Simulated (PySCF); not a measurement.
# CH4F2Si (H3SiCHF2): the cost of one run

Computed with PySCF 2.14.0, with density-fitted response routines of our own, on a single molecule, in the gas phase or a continuum. Atoms count from 0, in the outputs and in this text.

## Step 1: Starting geometry

8 atoms, charge 0, multiplicity 1; geometry from: GFN2-xTB. The atoms were then displaced at random by about 0.01 Å, so the start is not that level's minimum.

Bonds of the start (Å): F0–C1 1.34, C1–F2 1.37, C1–Si3 1.98, C1–H4 1.09, Si3–H5 1.45, Si3–H6 1.45, Si3–H7 1.45.

## Step 2: Geometry optimisation at PBE0-D3(BJ)/def2-TZVP

The job: settings as JSON, then the geometry in Å.

```
{"job": {"xc": "PBE0", "basis": "def2-TZVP", "d3": "d3bj", "grid": 2, "shake": 0.01, "kind": "geom"}, "charge": 0, "multiplicity": 1}
F     -1.367390     1.011420    -0.758780
C     -0.941780     0.021590     0.030820
F     -1.455400    -1.127010    -0.510510
Si     1.034200    -0.012620     0.040020
H     -1.424360     0.148110     1.000510
H      1.354430    -1.144210     0.888680
H      1.421930     1.267430     0.603870
H      1.433500    -0.183840    -1.347080
```

Command:

```console
$ OMP_NUM_THREADS=1 python probes_run.py task.json out
```

This one command runs all jobs of the session in turn.

Q: Estimate the wall time and peak memory of this first job on 1 thread of Arm Neoverse V1, shared host.

About 59 s, with a peak of 0.61 GiB.
